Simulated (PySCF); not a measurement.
# CH10GeSi2: the cost of one run

The runs use PySCF 2.14.0, with density-fitted response routines of our own; the level of theory stands in each step. All values are computed, except where a source is named. Atoms are numbered from 0 throughout.

## (1) Starting geometry

14 atoms, charge 0, multiplicity 1; geometry from: GFN2-xTB. The atoms were then displaced at random by about 0.01 Å, so the start is not that level's minimum.

Bonds of the start (Å): Si0–C1 1.88, C1–Si2 1.89, Si2–Ge3 2.37, Si0–H4 1.49, Si0–H5 1.47, Si0–H6 1.46, C1–H7 1.08, C1–H8 1.09, Si2–H9 1.45, Si2–H10 1.47, Ge3–H11 1.51, Ge3–H12 1.52, Ge3–H13 1.45.

## (2) Relaxing the molecule at PBE0-D3(BJ)/def2-SVP

The job: settings as JSON, then the geometry in Å.

```
{"job": {"xc": "PBE0", "basis": "def2-SVP", "d3": "d3bj", "grid": 1, "shake": 0.01, "kind": "geom"}, "charge": 0, "multiplicity": 1}
Si    -1.967020     0.188910     0.513710
C     -0.913330    -0.914940    -0.580110
Si     0.709900    -0.140670    -1.160680
Ge     2.057010     0.485450     0.685860
H     -2.315300     1.432830    -0.236020
H     -3.231260    -0.487200     0.843620
H     -1.249920     0.547290     1.737720
H     -1.463790    -1.210070    -1.459250
H     -0.690920    -1.819370    -0.004720
H      0.450460     1.030510    -1.982780
H      1.462920    -1.105950    -1.969230
H      2.052200    -0.486620     1.844310
H      1.621640     1.784990     1.347500
H      3.470270     0.679760     0.412320
```

The run is started by

```
$ OMP_NUM_THREADS=1 python probes_run.py task.json out
```

The driver reads the jobs from task.json and runs them one after another.

Q: Estimate the wall time and peak memory of this first job on 1 thread of Arm Neoverse V1, shared host.

About 42 s, with a peak of 0.56 GiB.
